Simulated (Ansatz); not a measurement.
# LiHSO4: the cost of one run

Program: Ansatz 0.2.0. Level of theory: DFT LDA, plane waves, PAW, scalar-relativistic, no spin polarisation. These are calculated values, not measurements.

### 1 The starting structure

The cell holds 28 atoms (H4Li4O16S4): a = 5.341 Å, b = 7.374 Å, c = 8.560 Å, α = 90.00°, β = 90.15°, γ = 90.00°.

The coordinates stand in the first input below.

### 2 Run 1

200 steps of 0.75 fs under a Nosé-Hoover thermostat at 700 K.

The input, input.yaml:

```yaml
accuracy: low
crystal:
  lattice:
    - [5.341478, 0.0, 0.0]
    - [0.0, 7.373677, 0.0]
    - [-0.02268, 0.0, 8.559656]
  atoms:
    - { symbol: Li, position: [0.512142, 0.303651, 0.002608] }
    - { symbol: Li, position: [0.487858, 0.803651, 0.497392] }
    - { symbol: Li, position: [0.487858, 0.696349, 0.997392] }
    - { symbol: Li, position: [0.512142, 0.196349, 0.502608] }
    - { symbol: H, position: [0.870956, 0.612498, 0.775518] }
    - { symbol: H, position: [0.129044, 0.112498, 0.724482] }
    - { symbol: H, position: [0.129044, 0.387502, 0.224482] }
    - { symbol: H, position: [0.870956, 0.887502, 0.275518] }
    - { symbol: S, position: [0.221557, 0.481104, 0.71539] }
    - { symbol: S, position: [0.778443, 0.981104, 0.78461] }
    - { symbol: S, position: [0.778443, 0.518896, 0.28461] }
    - { symbol: S, position: [0.221557, 0.018896, 0.21539] }
    - { symbol: O, position: [0.330533, 0.492272, 0.873984] }
    - { symbol: O, position: [0.669467, 0.992272, 0.626016] }
    - { symbol: O, position: [0.669467, 0.507728, 0.126016] }
    - { symbol: O, position: [0.330533, 0.007728, 0.373984] }
    - { symbol: O, position: [0.25889, 0.298533, 0.64831] }
    - { symbol: O, position: [0.74111, 0.798533, 0.85169] }
    - { symbol: O, position: [0.74111, 0.701467, 0.35169] }
    - { symbol: O, position: [0.25889, 0.201467, 0.14831] }
    - { symbol: O, position: [0.302511, 0.626008, 0.613432] }
    - { symbol: O, position: [0.697489, 0.126008, 0.886568] }
    - { symbol: O, position: [0.697489, 0.373992, 0.386568] }
    - { symbol: O, position: [0.302511, 0.873992, 0.113432] }
    - { symbol: O, position: [0.928909, 0.491664, 0.732349] }
    - { symbol: O, position: [0.071091, 0.991664, 0.767651] }
    - { symbol: O, position: [0.071091, 0.508336, 0.267651] }
    - { symbol: O, position: [0.928909, 0.008336, 0.232349] }
basis:
  ecutwfc: 420.0
kpoints:
  mp_grid: { grid: [2, 1, 1] }
hamiltonian:
  xc: lda
scf:
  occupations: { method: fermi_dirac, width: 0.05 }
  lower_state_search: "off"
  convergence: { dr2_threshold: 0.1 }
  max_iter: 98
md:
  timestep: 0.75
  n_steps: 200
  ensemble: nvt_nose_hoover
  temperature: 700.0
  initial_velocities: maxwell_boltzmann
  seed: 482579
  nose_hoover: { tau: 200.0, chain_length: 3 }
```

The run is started by

```sh
ansatz run input.yaml --threads 1 --pin off --max-ram 3072MiB --backend cpu --events-out ev --progress --plain --runs-dir out
```

Q: Estimate wall time and peak memory on 1 thread of Arm Neoverse V2, shared host.

About 3.8 min, with a peak of 0.51 GiB.
